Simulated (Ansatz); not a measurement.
# NbTe under changes of volume

One of the cells (21.934 Å³/atom); the others are scaled copies at fixed shape and fractional positions:

```
Te Nb
1.0
     3.70297    0.00000    0.00000
    -1.85149    3.20687    0.00000
     0.00000    0.00000    3.69421
Te Nb
1 1
Cartesian
  1.8515 1.0690 0.0000
  0.0000 0.0000 1.8471
```

The cell comes from a database or a generator and needn't be the stable form of this composition.

- Program: Ansatz 0.2.0
- Functional: PBEsol
- Potentials or basis: all-electron LAPW, scalar-relativistic
- Cutoff: 252 eV (chosen from the basis error)
- Basis error allowed: 0.0005 eV/atom
- k mesh: 8 × 8 × 7
- Occupations: fermi-dirac, width 0.05 eV
- Spin: no spin polarisation

| volume (Å³/atom) | energy over the lowest point (meV/atom) | pressure (GPa) |
| --- | --- | --- |
| 20.618 | 3.23 | 2.7 |
| 21.057 | 0.00 | -0.2 |
| 21.496 | 4.45 | -2.9 |
| 21.934 | ? | ? |
| 22.373 | 33.13 | -7.3 |
| 22.812 | 55.91 | -9.2 |
| 23.250 | 83.49 | -10.8 |

**Question.** What does the run at 21.934 Å³/atom give?

**Answer.** Energy over the lowest point 15.75 meV/atom; pressure -5.2 GPa.

Worked out: A Birch-Murnaghan fit of order 3 (a polynomial in V^(-2/3)) to the other rows has its minimum at 21.01 Å³/atom with B0 = V·E''(V) = 136 GPa and B' = 4.6 at fixed shape and positions, which overstates the stiffness. It gives 15.73 meV/atom at 21.934 Å³/atom, against the run's 15.75, and -dE/dV = -5.3 GPa, against -5.2.

Energies are extrapolated to zero smearing.
